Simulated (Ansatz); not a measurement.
# WS (Pm-3m) in Ansatz: single point with PBE

Aim: the single point of WS with PBE.

All numbers are computed with Ansatz 0.2.0; they aren't measurements. Logs are shortened: lines on timing, memory, paths and dates and some standing lists are left out, and cuts for length are marked.

### 1 The crystal as given

Symmetry: Pm-3m, No. 221, cubic system. The conventional cell has a = 3.008 Å, b = 3.008 Å, c = 3.008 Å, α = 90.00°, β = 90.00°, γ = 90.00°. W (site symmetry m-3m) is surrounded by 8 S at 2.60 Å. S (site symmetry m-3m) has 8 W at 2.60 Å as nearest neighbours.

The cell was built by a generator and needn't be a form met in nature.

### 2 Single point, PBE

input.yaml reads:

```yaml
crystal:
  lattice:
    - [3.00789, 0.0, 0.0]
    - [0.0, 3.00789, 0.0]
    - [0.0, 0.0, 3.00789]
  atoms:
    - { symbol: W, position: [0.5, 0.5, 0.5] }
    - { symbol: S, position: [0.0, 0.0, 0.0] }
kpoints:
  mp_grid: { grid: [5, 5, 5] }
scf:
  occupations: { method: fermi_dirac, width: 0.03 }
hamiltonian:
  xc: pbe
  pseudopotentials: { kind: all_electron, lapw: { basis_error: 0.002 } }
output:
  forces: true
  stress: true
  eigenvalues: true
```

Potentials or basis: all-electron LAPW, scalar-relativistic.

Command:

```console
$ ansatz run input.yaml --threads 1 --pin off --max-ram 3072MiB --backend cpu --events-out ev --progress --plain --runs-dir out
```

The log of the run:

```text
Warning: RAYON_NUM_THREADS=1 ignored (pool sized by the plan → 1); use --threads N
LAPW: plane waves up to 7.520 Å⁻¹, error target 2.0e-3 eV per atom; small_component_spin mean_spin; S in spheres of 1.121 Å, 14 of its electrons in bands, Dirac shells []; W in spheres of 1.484 Å, 38 of its electrons in bands, Dirac shells [] (how accurate: hamiltonian.pseudopotentials.lapw.basis_error, Limitations)
Engine: ansatz 0.2.0, x86_64-unknown-linux-gnu
Pseudopotentials: kind: all_electron
Pseudopotential: W, LAPW, valence charge 38, lapw/all_electron/scalar/gaussian/W, Koelling and Harmon's equation, gaussian nucleus
Pseudopotential: S, LAPW, valence charge 14, lapw/all_electron/scalar/gaussian/S, Koelling and Harmon's equation, gaussian nucleus
Functional definition: PBE
  parameter kappa = 0.804
  parameter beta = 0.06672455060314922
  exchange = pbe_x(kappa = kappa, mu = beta*pi^2/3)
  correlation = pbe_c(beta = beta)
Crystal: 2 atoms, lattice volume = 27.214 Å³
Basis set: ecut = 215.43546418453633 eV, 179 PW (Γ), exchange–correlation at level 2
Bands: 32, of which v1, the nominal top of the filled ones, is band 26 counted from 1 (25 counted from 0)
Symmetry: 48 space group operations
Space group: Pm-3m (ITA 221), of the structure as read, at distance tolerance 3.0e-5 Å
k-points: 10 of 125
Non-local potential: W, projectors of the file, none
Non-local potential: S, projectors of the file, none
Initial density: superposition of atomic densities (chi_scale 0.1, normalization cell, long waves kept (reshape's long-wave potential 0.00 eV rms))
Initial wavefunctions: plane waves of lowest kinetic energy (no species holds an atomic orbital)
Functional: x = pbe(κ = 0.804, μ = 0.2195149727645171), c = pbe(β = 0.06672455060314922)
iter 1 solved again at ethr=6.87e-5 eV; its pass at ethr=1.00e-1 eV (dr2=3.57e-2 eV) is discarded
SCF iter   1: F=—  HF=-450064.416484 eV  |F-HF|=—  |Δ(HF+E_count)|=         —  Δρ=1.85e-2  dr2=3.57e-2  ethr=6.87e-5  ⟨swp⟩=3.1  Hψ=2116  notcnv=0
preconditioner: auto → Kerker (q_TF=auto, 3.039 Å⁻¹)  [metal: Δε(μ)=0.036 eV  Ē_g=26.757 eV  σ=0.030 eV  W_gap=0.28  n_scr=18 (ndim 8)  ℏωp=40.3 eV  f_vac=0.000  D(μ)=4.26/eV (n_scr^D=80)]
SCF iter   2: F=—  HF=-450064.364541 eV  |F-HF|=—  |Δ(HF+E_count)|=   5.19e-2  Δρ=1.14e-2  dr2=2.27e-2  ethr=6.87e-5  ⟨swp⟩=2.0  Hψ=1001  notcnv=0
SCF iter   3: F=—  HF=-450064.358851 eV  |F-HF|=—  |Δ(HF+E_count)|=   5.69e-3  Δρ=7.49e-3  dr2=7.22e-3  ethr=4.36e-5  ⟨swp⟩=2.0  Hψ=981  notcnv=0
SCF iter   4: F=—  HF=-450064.360023 eV  |F-HF|=—  |Δ(HF+E_count)|=         —  Δρ=3.51e-3  dr2=1.86e-3  ethr=1.39e-5  ⟨swp⟩=2.0  Hψ=942  notcnv=0
the basis was enlarged: its passes take 436.5 KiB over the memory plan, 1 of 1 planned eigensolver slots
iter 5 solved again at ethr=3.37e-7 eV; its pass at ethr=3.57e-6 eV (dr2=1.75e-4 eV) is discarded
SCF iter   5: F=—  HF=-450064.360639 eV  |F-HF|=—  |Δ(HF+E_count)|=   6.16e-4  Δρ=1.02e-3  dr2=1.75e-4  ethr=3.37e-7  ⟨swp⟩=2.0  Hψ=1594  notcnv=0
SCF iter   6: F=—  HF=-450064.360557 eV  |F-HF|=—  |Δ(HF+E_count)|=   8.18e-5  Δρ=3.24e-4  dr2=1.79e-5  ethr=3.37e-7  ⟨swp⟩=2.0  Hψ=942  notcnv=0
SCF iter   7: F=—  HF=-450064.360562 eV  |F-HF|=—  |Δ(HF+E_count)|=   4.94e-6  Δρ=7.39e-5  dr2=9.35e-7  ethr=3.44e-8  ⟨swp⟩=2.0  Hψ=942  notcnv=0
SCF iter   8: F=—  HF=-450064.360563 eV  |F-HF|=—  |Δ(HF+E_count)|=   4.50e-7  Δρ=2.54e-5  dr2=2.69e-7  ethr=1.80e-9  ⟨swp⟩=2.3  Hψ=945  notcnv=0
SCF iter   9: F=-450064.360563 eV  HF=-450064.360563 eV  |F-HF|=1.86e-9  |Δ(HF+E_count)|=   5.57e-8  Δρ=3.82e-6  dr2=1.89e-9  ethr=5.17e-10  ⟨swp⟩=2.0  Hψ=942  notcnv=0
SCF 1 converged in 9 iterations: F = -450064.360563 eV  dr2 = 1.89e-9
SCF converged after 9 iterations
Free energy (F): -450064.360563 eV
Harris-Foulkes:  -450064.360563 eV  (|F-HF|=1.86e-9)
Internal energy: -450064.349801 eV  (E = F + TS)
E sigma→0 (E₀):  -450064.355182 eV
Entropy (-TS):   -0.010762 eV (-5.381 meV/atom)
Fermi energy:    24.742080 eV
--- Per-component energies (eV) ---
  E_band       = -3248.199651
  E_kinetic    = 502790.822475
  E_xc         = -9533.815647
  E_electrostatic = -943321.356628  (all electrons and nuclei)
  E_smearing   = -0.010762  (= −TS)
  E_closure    = 0.000000  (closes the sum)
  E_atoms      = -450049.371064  (free atoms, spherical and without spin; not in F)
  Σ components = -450064.360563   (vs F -450064.360563, Δ=0.00e0)
  Basis errors (estimates in eV, not in F): energy 7.1e-4 per atom: plane waves 6.2e-4 (3.2e-4 summed), levels above the bands 1.0e-123, relativity 7.9e-8, radial functions 9.0e-5, core shells 2.2e-7; eigenvalues (radial functions only) 4.5e-6; not estimated: angular momenta, meshes, grids; target (lapw.basis_error) 2.0e-3; muffin-tin radii S 1.121 Å, W 1.484 Å
--- Forces (eV/Å), atoms counted from 1 ---
  atom   1  W      0.00000000    -0.00000000    -0.00000000
  atom   2  S     -0.00000000    -0.00000000     0.00000000
  max |Σ_I F_I| component: 2.42e-30 eV/Å
--- Stress (GPa, compression-positive) ---
        0.256034       0.000000       0.000000
        0.000000       0.256034       0.000000
        0.000000       0.000000       0.256034
  P = ⅓ Tr σ = 0.2560 GPa (2.560 kbar)
--- Band table (eV; the first three rows and the last of 10) ---
  k-point 0: bands = ["-208.9649", "-208.9649", "-208.9649", "-208.9435", "-208.9435", "-183.2792", "-128.0756", "-128.0756", "-128.0756", "-49.8813", "-14.0124", "-14.0124", "-14.0124", "-4.1416", "-4.1304", "-4.1304", "-4.1304", "-4.1097", "-4.1097", "-4.1097", "6.8993", "19.9300", "19.9300", "21.6477", "21.6477", "21.6477", "25.6626", "25.6626", "25.6626", "26.8594", "33.9198", "33.9198"]
  k-point 1: bands = ["-208.9649", "-208.9649", "-208.9649", "-208.9435", "-208.9435", "-183.2792", "-128.0756", "-128.0756", "-128.0756", "-49.8749", "-14.1590", "-13.9990", "-13.9990", "-4.1424", "-4.1315", "-4.1286", "-4.1286", "-4.1156", "-4.1082", "-4.1082", "7.5170", "17.7325", "20.3084", "20.8840", "20.8840", "22.7975", "25.8769", "26.6784", "26.6784", "28.8441", "31.7577", "35.2866"]
  k-point 2: bands = ["-208.9649", "-208.9649", "-208.9649", "-208.9435", "-208.9435", "-183.2792", "-128.0756", "-128.0756", "-128.0756", "-49.8645", "-14.3892", "-13.9772", "-13.9772", "-4.1438", "-4.1334", "-4.1262", "-4.1262", "-4.1248", "-4.1052", "-4.1052", "8.9021", "14.6965", "19.9728", "19.9728", "21.0801", "26.1693", "26.2626", "28.6022", "28.6022", "29.1836", "30.3018", "33.2112"]
  k-point 9: bands = ["-208.9649", "-208.9649", "-208.9649", "-208.9435", "-208.9435", "-183.2792", "-128.0756", "-128.0756", "-128.0756", "-49.8318", "-14.2871", "-14.2813", "-14.2813", "-4.1514", "-4.1222", "-4.1222", "-4.1219", "-4.1172", "-4.1171", "-4.1171", "10.7454", "16.0552", "16.0552", "17.1479", "24.4216", "25.2137", "25.2137", "29.0199", "29.0199", "30.5898", "31.3199", "31.3199"]
```

Run time: 7.8 s. Hardware: 1 thread of Intel Xeon at 2.50GHz (Skylake/Cascade Lake), shared host; peak memory 0.27 GiB.

Results:

```
Free energy            : -450064.3606 eV
Pressure               : 0.3 GPa
Band gap on the k mesh : none (metal or under the smearing width)
```

Caveat: the k mesh is coarse (spacing up to 0.42 Å⁻¹), so the values aren't converged; the k mesh is thin for a metal, which can move the energy by tens of meV per atom. The run has no spin-orbit coupling, so splittings on W are missing.
